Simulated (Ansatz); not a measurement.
Predict the output of the script below (Ansatz's Python interface).

Input file `cu.cif`:
```cif
data_Cu
_cell_length_a 2.461078
_cell_length_b 2.461078
_cell_length_c 2.461078
_cell_angle_alpha 108.21810
_cell_angle_beta 108.21810
_cell_angle_gamma 112.00763
_symmetry_space_group_name_H-M 'P 1'
_symmetry_Int_Tables_number 1
loop_
_symmetry_equiv_pos_as_xyz
'x, y, z'
loop_
_atom_site_label
_atom_site_type_symbol
_atom_site_fract_x
_atom_site_fract_y
_atom_site_fract_z
Cu1 Cu    0.000000    0.000000    0.000000
```

Script `edit.py`:
```python
# -*- coding: utf-8 -*-
"""Keys set on an Input object, for Cu."""

import warnings

import ansatz as az
from ase.io import read

SMEARING = "fermi_dirac"
SIGMA = 0.05
XC = "LDA"


def main():
    warnings.simplefilter("ignore", az.DeckWarning)

    atoms = read("cu.cif")
    cell = az.Crystal.from_ase(atoms)

    calculation = cell.calculation()
    calculation = calculation.kpoints(7, center="monkhorst-pack")
    calculation = calculation.pseudopotentials("paw")
    calculation = calculation.occupations(SMEARING, width=SIGMA).accuracy("medium")
    calculation = calculation.functional(XC).band_table()
    typed = calculation.input()
    rows = []
    for value in [1, 2, 3]:
        edited = typed.set(az.key.basis.xc_grid, value)
        rep = az.Session.from_dict(edited).plan().execute().report
        rows.append((value, rep["free_energy_ev"], rep["n_iterations"], len(rep["eigenvalues_ev"][0]) if "eigenvalues_ev" in rep else 0))
    lines = [",".join(["xc grid", "F eV", "iterations", "bands listed"])] + [",".join(f"{v:.4f}" if isinstance(v, float) else str(v) for v in row) for row in rows]
    print("\n".join(lines))
    with open("edit.csv", "w") as handle:
        handle.write("\n".join(lines) + "\n")


if __name__ == "__main__":
    main()
```

Output of `python edit.py`:
```text
xc grid,F eV,iterations,bands listed
1,-6555.6808,6,14
2,-6555.6808,6,14
3,-6555.6808,6,14
```

What to keep in mind:
- These settings explore the input space; cutoff and mesh may be short of convergence.
- The mesh is modest for a metal, so energies can be off by several to tens of meV an atom and pressures by half a GPa or more; differences at equal mesh fare better.
- This isn't the structure that Cu takes at ambient conditions.
- Finished in 2.9 s on 1 thread of Arm Neoverse V1, with other jobs on the host, peak memory 0.37 GiB.
